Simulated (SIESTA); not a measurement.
## Si2C under changes of volume

One of the cells (11.521 Å³/atom); the others are scaled copies at fixed shape and fractional positions:

```
Si C
1.0
     2.86844    0.00000    0.00000
    -1.43422    2.48415    0.00000
     0.00000    0.00000    4.85046
Si C
2 1
Direct
  0.33333 0.66667 0.75111
  0.33333 0.66667 0.24889
  0.00000 0.00000 0.00000
```

The cell was built by a generator and needn't be a form met in nature.

- Program: SIESTA 5.4.2
- Functional: PBEsol
- Potentials or basis: PseudoDojo 0.4 standard (PBEsol files)
- Basis: TZP (energy shift 0.002 Ry)
- Grid cutoff: 500 Ry
- Energy shift: 0.002 Ry
- k mesh: 7 × 7 × 4
- Occupations: fermi-dirac, width 0.05 eV
- Spin: no spin polarisation

```csv
volume (Å³/atom),energy over the lowest point (meV/atom),pressure (GPa),largest force (eV/Å)
10.830,21.50,10.2,0.607
11.060,?,?,?
11.290,2.25,3.1,0.181
11.521,0.00,0.0,0.000
11.751,2.00,-2.8,0.167
11.982,7.82,-5.3,0.324
12.212,17.04,-7.5,0.469
```

Q: What does the run at 11.060 Å³/atom give?

A: Energy over the lowest point 9.27 meV/atom; pressure 6.5 GPa; largest force 0.382 eV/Å.

Worked out: A Birch-Murnaghan fit of order 3 (a polynomial in V^(-2/3)) to the other rows has its minimum at 11.52 Å³/atom with B0 = V·E''(V) = 148 GPa and B' = 4.5 at fixed shape and positions, which overstates the stiffness. It gives 9.24 meV/atom at 11.060 Å³/atom, against the run's 9.27, and -dE/dV = 6.6 GPa, against 6.5.

Energies are extrapolated to zero smearing.

Caveats: some runs use coarse meshes; the basis of atomic orbitals isn't converged, which shifts pressures, moduli and gaps.
